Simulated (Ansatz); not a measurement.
**CH4AlNS: vertical ionisation energy**

How much energy removes an electron from CH4AlNS at fixed geometry? The cation is run at each level and the neutral's energy taken from earlier runs.

Computed with Ansatz 0.2.0, Gaussian basis. Level: unrestricted cation, the program's frozen cores in correlated methods.

Plan: UKS PBE-D4/def2-TZVPP; UKS r2SCAN-D4/def2-TZVPP; UKS PBE0-D4/def2-TZVPP; UKS B3LYP-D4/def2-TZVPP; UKS wB97X-V/def2-TZVPP; UKS wB97M-V/def2-TZVPP; UKS B2PLYP/def2-TZVPP; UHF-CCSD(T)/def2-TZVPP; UHF-MP2/def2-QZVPP; extrapolation to the limit; then −ε(HOMO) from the neutral's earlier runs with LDA (SPW92), PBE-D4, revPBE-D4, BLYP-D4, r2SCAN-D4, B97M-V, PBE0-D4, B3LYP-D4, r2SCANh-D4, r2SCAN0-D4, HSE06-D4, BHLYP-D4, CAM-B3LYP-D4, LC-ωPBE, ωB97X-V, ωB97M-V.

## Step 1: The relaxed structure

The geometry comes from an earlier relaxation with PBE0-D4/def2-TZVP; it is a stationary point, not always the lowest conformer.

SMILES `C1[NH][AlH][S]1`, 8 atoms, charge 0, spin multiplicity 1.

Atoms are counted from 1 here; the program's logs count them from 0.

Bond lengths: C1–N2 1.452 Å, C1–S4 1.854 Å, C1–H5 1.095 Å, C1–H6 1.095 Å, N2–Al3 1.765 Å, N2–H7 1.005 Å, Al3–S4 2.174 Å, Al3–H8 1.573 Å. Angles: N2–C1–S4 104.8°, N2–C1–H5 113.4°, N2–C1–H6 113.4°, S4–C1–H5 107.8°, S4–C1–H6 107.8°, H5–C1–H6 109.2°, C1–N2–Al3 98.1°, C1–N2–H7 116.9°, Al3–N2–H7 145.0°, N2–Al3–S4 83.1°, N2–Al3–H8 136.7°, S4–Al3–H8 140.2°, C1–S4–Al3 74.0°.

## Step 2: Cation, UKS PBE-D4/def2-TZVPP

in.yaml reads:

```yaml
crystal:
  periodic: [false, false, false]
  atoms:
    - {symbol: C, position_ang: [-0.383955, 0.821905, -0.401474]}
    - {symbol: N, position_ang: [0.729221, 0.248037, 0.333689]}
    - {symbol: Al, position_ang: [0.161955, -1.422750, 0.377389]}
    - {symbol: S, position_ang: [-1.523219, -0.603991, -0.724755]}
    - {symbol: H, position_ang: [-0.095074, 1.244771, -1.368836]}
    - {symbol: H, position_ang: [-0.941203, 1.572350, 0.168052]}
    - {symbol: H, position_ang: [1.466305, 0.874530, 0.606017]}
    - {symbol: H, position_ang: [0.678172, -2.791852, 0.954016]}
basis:
  gaussian: {orbitals: def2-TZVPP}
total_charge: 1
magnetization: {spin_polarized: true, initial_magnetization: 1}
hamiltonian: {xc: pbe, dispersion: d4}
```

The runs that follow: Cation, UKS r2SCAN-D4/def2-TZVPP; Cation, UKS PBE0-D4/def2-TZVPP; Cation, UKS B3LYP-D4/def2-TZVPP; Cation, UKS wB97X-V/def2-TZVPP; Cation, UKS wB97M-V/def2-TZVPP; Cation, UKS B2PLYP (frozen core)/def2-TZVPP; Cation, UHF-CCSD(T)/def2-TZVPP; Cation, UHF-MP2/def2-QZVPP.

Before running them: what should the planned runs give, taken together? Wanted: ionisation energy, CCSD(T)/CBS; nearest functional by difference; nearest −ε(HOMO); −ε(HOMO) of PBE; T1 of the cation.

As calculated:

```
                        quantity               value
  ionisation energy, CCSD(T)/CBS             9.35 eV
nearest functional by difference  ωB97X-V (-0.25 eV)
                nearest −ε(HOMO)  ωB97X-V (-0.15 eV)
                 −ε(HOMO) of PBE             5.66 eV
                T1 of the cation               0.046
```

Energy differences with functionals land within 0.57 eV of the reference. −ε(HOMO) of PBE misses by 3.7 eV, since self-interaction lifts the level. Among orbital estimates ωB97X-V comes nearest. Hartree-Fock falls 1.49 eV short, as the neutral has more correlation energy than the cation. The cation's T1 (from the report) is 0.046, above the customary mark of 0.045 for open shells, so the coupled-cluster value is less safe.
